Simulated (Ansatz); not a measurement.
**AlRh: how the settings move a single-point run**

Question: which choices in the input matter for AlRh?

Method: reference: DFT, PBEsol, PAW with Ansatz's default frozen-core files, scalar-relativistic; levels and slopes on a fine mesh, independent-particle optical spectra, in Ansatz 0.2.0.

## 1. The starting structure

It takes space group Pm-3m (No. 221, cubic). Conventional cell: a = 2.972 Å, b = 2.972 Å, c = 2.972 Å, α = 90.00°, β = 90.00°, γ = 90.00°. Al (site symmetry m-3m) is surrounded by 8 Rh at 2.57 Å. Rh (site symmetry m-3m) has 8 Al at 2.57 Å as nearest neighbours.

Structure file:

```
Al Rh
1.0
     2.97238    0.00000    0.00000
     0.00000    2.97238    0.00000
     0.00000    0.00000    2.97238
Al Rh
1 1
Cartesian
  0.0000 0.0000 0.0000
  1.4862 1.4862 1.4862
```

## 2. Baseline

File input.yaml:

```yaml
crystal:
  lattice:
    - [2.97237541201, 0.0, 0.0]
    - [0.0, 2.97237541201, 0.0]
    - [0.0, 0.0, 2.97237541201]
  atoms:
    - { symbol: Al, position: [0.0, 0.0, 0.0] }
    - { symbol: Rh, position: [0.5, 0.5, 0.5] }
kpoints:
  mp_grid: { grid: [12, 12, 12] }
scf:
  occupations: { method: fermi_dirac, width: 0.08 }
hamiltonian:
  xc: pbesol
  pseudopotentials: { kind: paw }
output:
  forces: true
  stress: true
  eigenvalues: true
  eigenstates:
    nscf_kmesh: { grid: [20, 20, 20] }
    de_dk: true
    e_range: [-14, 14]
  optics:
    e_range: [0, 30]
    de: 0.2
    sigma: 0.15
    bands: { spectra_wanted_up_to: 30 }
    nscf_kmesh: { grid: [20, 20, 20] }
    drude_damping: 0.2
checkpoint:
  write: ck
  write_wavefunctions: false
```

Started as:

```sh
ansatz run input.yaml --threads 1 --pin off --max-ram 3072MiB --backend cpu --events-out ev --progress --plain --runs-dir out
```

## 3. Variant: occupations.method tetrahedron_uncorrected, width left out

input.yaml, as its differences from that of step 2:

```diff
@@ -11,3 +11,3 @@
 scf:
-  occupations: { method: fermi_dirac, width: 0.08 }
+  occupations: { method: tetrahedron_uncorrected }
 hamiltonian:
```

## 4. Changing settings: occupations.method cold, occupations.width 0.025, lower_state_search light

input.yaml, as its differences from that of step 2:

```diff
@@ -11,3 +11,4 @@
 scf:
-  occupations: { method: fermi_dirac, width: 0.08 }
+  occupations: { method: cold, width: 0.025 }
+  lower_state_search: light
 hamiltonian:
```

Q: Predict the outcome of this session. Wanted: for each run, ending; energy change; pressure; gap; force.

As calculated:

```
                                                                          run     ending         energy change  pressure (GPa)  gap (eV)  force (eV/Å)  cycles     time
                                                                    reference  converged                     0             0.0      0.00          0.00       -  1.8 min
                1: occupations.method tetrahedron_uncorrected, width left out  converged  +12.9 meV/atom (σ→0)             0.0      0.00          0.00       7     18 s
2: occupations.method cold, occupations.width 0.025, lower_state_search light  converged   +0.2 meV/atom (σ→0)            -0.1      0.00          0.00       7  4.2 min
```

Residual by cycle in the longest SCF loop of each run; runs are numbered as in the table. The quantity is the density residual dr2, in eV.

```
cycle  reference    run 1    run 2
    1     0.0179   0.0233   0.0187
    2    0.00527   2.5e-4   5.5e-4
    3     1.5e-5   6.8e-5   3.5e-5
    4     3.1e-7   6.0e-7   6.2e-8
    5     1.1e-9   2.8e-8   3.3e-9
    6    5.2e-12  1.8e-10  2.2e-11
    7          -  1.9e-13  3.0e-14
```

Of the converged runs whose energies compare with the reference's, «occupations.method tetrahedron_uncorrected, width left out» moves the energy most (+12.9 meV/atom) and «occupations.method cold, occupations.width 0.025, lower_state_search light» least (+0.2 meV/atom). The pressure spans -0.1 to 0.0 GPa over the reference and the converged variants. Of the variants the dearest is «occupations.method cold, occupations.width 0.025, lower_state_search light» (4.2 min), the cheapest «occupations.method tetrahedron_uncorrected, width left out» (18 s), on a shared host.
